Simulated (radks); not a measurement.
# The series with 9 electrons, F to Re⁶⁶⁺

The task here is to estimate one member of a computed series from the others.

Program: radks (a radial shooting solver on a logarithmic mesh, Libxc functionals) version 1. Level of theory: Dirac Kohn-Sham, PBE, spin-unpolarised, spherical densities, finite nucleus; open shells are shared between the two j in proportion to 2j + 1. These are calculated values, not measurements, unless marked.

## The system

| Quantity | Value |
| --- | --- |
| electrons | 9 |
| ions | F, Mg³⁺, P⁶⁺, Ar⁹⁺, Sc¹²⁺, Cr¹⁵⁺, Co¹⁸⁺, Zn²¹⁺, As²⁴⁺, Kr²⁷⁺, Mo³³⁺, Rh³⁶⁺, Cd³⁹⁺, Sb⁴²⁺, Xe⁴⁵⁺, La⁴⁸⁺, Nd⁵¹⁺, Eu⁵⁴⁺, Dy⁵⁷⁺, Tm⁶⁰⁺, Hf⁶³⁺, Re⁶⁶⁺ |
| configuration | [He] 2s2 2p5 |

The outer shells:

[He] 2s2 2p5
```
[He] core
2s [↑↓]
2p [↑↓][↑↓][↑ ]
```

Set-up of the first run:

Input:

```text
Z 9
configuration [He] 2s2 2p5
relativity Dirac
functional pbe,pbe
spin unpolarised
j_filling average
nucleus finite rms 2.8976 fm
c 137.035999084
```

Among the steps run: F.

One table of the session follows, with a row left open; its other results are not shown here.

Radial moments (bohr):

```
level     <r>  outermost maximum (interpolated)  90 % within
1s1/2  0.1763                             0.114        0.316
2s1/2   1.003                             0.764         1.62
2p1/2   1.103                             0.706         1.95
2p3/2       ?                                 ?            ?
```

Estimate the missing values for 2p3/2.

As computed: <r>: 1.106; outermost maximum (interpolated): 0.707; 90 % within: 1.95. In the column «<r>» it is the highest.
